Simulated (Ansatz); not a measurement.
**H₄SSiTe with the probe Li+: a probe moved round a molecule**

The runs use Ansatz 0.2.0; RKS B3LYP-D4/def2-SVP.

## Step 1: The system as given

SMILES `[SiH3][Te]S`, 7 atoms, charge 0, spin multiplicity 1.

Atoms are counted from 1 here; the program's logs count them from 0.

Bond lengths: Si1–Te2 2.526 Å, Si1–H4 1.502 Å, Si1–H5 1.503 Å, Si1–H6 1.507 Å, Te2–S3 2.456 Å, S3–H7 1.367 Å. Angles: Te2–Si1–H4 110.9°, Te2–Si1–H5 110.3°, Te2–Si1–H6 106.4°, H4–Si1–H5 109.7°, H4–Si1–H6 109.8°, H5–Si1–H6 109.7°, Si1–Te2–S3 92.9°, Te2–S3–H7 96.0°.

Geometry (Å):

```xyz
7

Si   -0.9960    0.5505   -0.2698
Te    0.4981    0.0535    1.7060
S     1.7098   -1.7123    0.5043
H    -1.8304   -0.6463   -0.6262
H    -0.1712    0.9634   -1.4560
H    -1.8903    1.6883    0.1487
H     2.6801   -0.8971   -0.0070
```

This geometry comes from a loose relaxation at PBE in a small basis, which is not shown.

## Step 4: Plan of the scan

The probe is moved over the plane through the molecule's long axis and the normal of its main plane (x and y are the axes of that plane, centred on the molecule).

The axes are (1) x of the probe's Li atom: 13 values from −5.70 Å; (2) z of the probe's Li atom: 11 values from −4.75 Å.

Nothing else is relaxed (molecule and probe rigid). Energies count from molecule and probe far apart, each relaxed in its own basis (no counterpoise correction). Points are written as (first, second).

The probe Li+ moves over a plane: the plane through the molecule's long axis and the normal of its main plane. The molecule is turned into the frame of its main axes, as the inputs below show.

(The set-up runs are not shown.)

## Step 5: Grid point (−3.80 Å, −0.95 Å)

Input file input.yaml:

```yaml
crystal:
  periodic: [false, false, false]
  atoms:
    - { symbol: Si, position_ang: [1.820648, -0.55516, 0.0] }
    - { symbol: Te, position_ang: [-0.045231, 1.153862, 1.0e-06] }
    - { symbol: S, position_ang: [-1.775417, -0.598702, -1.0e-06] }
    - { symbol: H, position_ang: [1.720091, -1.422147, -1.205084] }
    - { symbol: H, position_ang: [1.742498, -1.390408, 1.230341] }
    - { symbol: H, position_ang: [3.106059, 0.203341, -0.018322] }
    - { symbol: H, position_ang: [-1.872749, -0.7112, 1.347074] }
    - { symbol: Li, position_ang: [-3.8, 0.0, -0.95] }
total_charge: 1
basis:
  gaussian: { orbitals: def2-SVP }
hamiltonian:
  xc: { name: B3LYP }
  dispersion: d4
output:
  forces: true
```

Started as:

```sh
> ansatz run input.yaml --threads 1 --pin off --max-ram 2560MiB --backend cpu --events-out ev --progress --plain --runs-dir out
```

**Question.** How long does this run take on 1 thread of Arm Neoverse V1, shared host, and how much memory does it need?

About 5.3 s, with a peak of 0.19 GiB.
